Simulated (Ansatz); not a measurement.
# C₂H₂ClO₂Si radical: small, medium and large basis sets

The task here is to estimate one member of a computed series from the others.

Program: Ansatz 0.2.0, Gaussian basis. Level of theory: one geometry, several basis sets. These are calculated values, not measurements.

The runs, in order: PBE0-D4/def2-SVP; ωB97M-V/def2-SVP; PBE0-D4/def2-QZVPP; ωB97M-V/def2-QZVPP; the functionals' def2-TZVPP values are taken from earlier runs.

### Structure used throughout

An earlier PBE0-D4 in a triple-zeta def2 set relaxation fixed the geometry.

8 atoms, charge 0, spin multiplicity 2.

Atoms are counted from 1 here; the program's logs count them from 0.

Bond lengths: C1–C2 1.211 Å, C2–Si3 1.816 Å, Si3–O4 1.623 Å, Si3–O5 1.625 Å, Si3–Cl6 2.033 Å, O4–H7 0.959 Å, O5–H8 0.959 Å. Angles: C1–C2–Si3 177.1°, C2–Si3–O4 105.4°, C2–Si3–O5 111.0°, C2–Si3–Cl6 110.5°, O4–Si3–O5 114.3°, O4–Si3–Cl6 110.9°, O5–Si3–Cl6 104.9°, Si3–O4–H7 118.3°, Si3–O5–H8 117.6°.

The first run:

Contents of in.yaml:

```yaml
crystal:
  periodic: [false, false, false]
  atoms:
    - {symbol: C, position_ang: [1.429354, -1.477338, 1.968164]}
    - {symbol: C, position_ang: [0.859133, -0.753792, 1.182340]}
    - {symbol: Si, position_ang: [-0.068739, 0.277600, 0.010817]}
    - {symbol: O, position_ang: [0.827705, 0.307554, -1.341878]}
    - {symbol: O, position_ang: [-1.575483, -0.292869, -0.198979]}
    - {symbol: Cl, position_ang: [-0.317016, 2.152035, 0.756466]}
    - {symbol: H, position_ang: [0.609905, 0.952093, -2.017744]}
    - {symbol: H, position_ang: [-1.672658, -1.222484, -0.415083]}
basis:
  gaussian: {orbitals: def2-SVP}
magnetization: {spin_polarized: true, initial_magnetization: 1}
hamiltonian: {xc: pbe0, dispersion: d4}
output: {orbitals: {seedname: orbitals}}
```

Launch:

```bash
ansatz run in.yaml --threads 2 --pin off --events-out ev --progress --plain --max-ram 31744MiB --backend cpu
```

Steps of the session up to this table: PBE0-D4 in def2-SVP; ωB97M-V in def2-SVP; PBE0-D4 in def2-QZVPP; ωB97M-V in def2-QZVPP.

One table of the session follows, with a row left open; its other results are not shown here.

It belongs to the step «Functionals by basis». 

```
functional       basis  HOMO (eV)  LUMO (eV)
   PBE0-D4    def2-SVP      -8.56      -4.77
   PBE0-D4  def2-TZVPP      -8.66      -4.95
   PBE0-D4  def2-QZVPP          ?          ?
   ωB97M-V    def2-SVP     -10.77      -2.84
   ωB97M-V  def2-TZVPP     -10.91      -3.13
   ωB97M-V  def2-QZVPP     -10.94      -3.19
```

Estimate the missing values for PBE0-D4, def2-QZVPP.

The run gave: HOMO (eV): -8.69; LUMO (eV): -4.97. In the column «HOMO (eV)» it lies between ωB97M-V, def2-SVP (-10.77) and PBE0-D4, def2-TZVPP (-8.66).
